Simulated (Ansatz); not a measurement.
**C₂H₅BO₂: basis-set convergence**

The task here is to estimate one member of a computed series from the others.

The runs use Ansatz 0.2.0, Gaussian basis; one geometry, several basis sets.

Levels to be run: PBE0-D4/def2-SVP; ωB97M-V/def2-SVP; PBE0-D4/def2-QZVPP; ωB97M-V/def2-QZVPP; the functionals' def2-TZVPP values are taken from earlier runs.

## The relaxed structure

An earlier PBE0-D4 in a triple-zeta def2 set relaxation fixed the geometry.

SMILES `OC1(O)BC1`, 10 atoms, charge 0, spin multiplicity 1.

Atoms are counted from 1 here; the program's logs count them from 0.

Bond lengths: O1–C2 1.381 Å, O1–H6 0.966 Å, C2–O3 1.398 Å, C2–B4 1.538 Å, C2–C5 1.518 Å, O3–H7 0.963 Å, B4–C5 1.536 Å, B4–H8 1.184 Å, C5–H9 1.089 Å, C5–H10 1.087 Å. Angles: C2–O1–H6 107.9°, O1–C2–O3 115.0°, O1–C2–B4 123.3°, O1–C2–C5 119.7°, O3–C2–B4 115.0°, O3–C2–C5 112.0°, B4–C2–C5 60.4°, C2–O3–H7 107.4°, C2–B4–C5 59.2°, C2–B4–H8 151.2°, C5–B4–H8 148.9°, C2–C5–B4 60.5°, C2–C5–H9 113.6°, C2–C5–H10 120.4°, B4–C5–H9 115.5°, B4–C5–H10 122.4°, H9–C5–H10 114.0°.

Set-up of the first run:

Input file in.yaml:

```yaml
crystal:
  periodic: [false, false, false]
  atoms:
    - {symbol: O, position_ang: [-0.841282, -0.581748, -1.312217]}
    - {symbol: C, position_ang: [0.069755, -0.216214, -0.340977]}
    - {symbol: O, position_ang: [1.379457, -0.036377, -0.797033]}
    - {symbol: B, position_ang: [-0.054459, -0.632887, 1.134400]}
    - {symbol: C, position_ang: [-0.316076, 0.817525, 0.700891]}
    - {symbol: H, position_ang: [-0.957593, 0.169777, -1.907148]}
    - {symbol: H, position_ang: [1.704988, -0.895966, -1.085336]}
    - {symbol: H, position_ang: [0.099839, -1.418234, 2.007033]}
    - {symbol: H, position_ang: [-1.363434, 1.112035, 0.656424]}
    - {symbol: H, position_ang: [0.361806, 1.630989, 0.946963]}
basis:
  gaussian: {orbitals: def2-SVP}
hamiltonian: {xc: pbe0, dispersion: d4}
output: {orbitals: {seedname: orbitals}}
```

Started as:

```console
ansatz run in.yaml --threads 2 --pin off --events-out ev --progress --plain --max-ram 4352MiB
```

Steps of the session up to this table: PBE0-D4 in def2-SVP; ωB97M-V in def2-SVP; PBE0-D4 in def2-QZVPP; ωB97M-V in def2-QZVPP.

One table of the session follows, with a row left open; its other results are not shown here.

It belongs to the step «Density functionals: the series». 

| functional | basis | HOMO (eV) |
| --- | --- | --- |
| PBE0-D4 | def2-SVP | -6.85 |
| PBE0-D4 | def2-TZVPP | ? |
| PBE0-D4 | def2-QZVPP | -7.05 |
| ωB97M-V | def2-SVP | -9.13 |
| ωB97M-V | def2-TZVPP | -9.30 |
| ωB97M-V | def2-QZVPP | -9.34 |

Estimate the missing values for PBE0-D4, def2-TZVPP.

The run gave: HOMO (eV): -7.00. In the column «HOMO (eV)» it lies between PBE0-D4, def2-QZVPP (-7.05) and PBE0-D4, def2-SVP (-6.85).
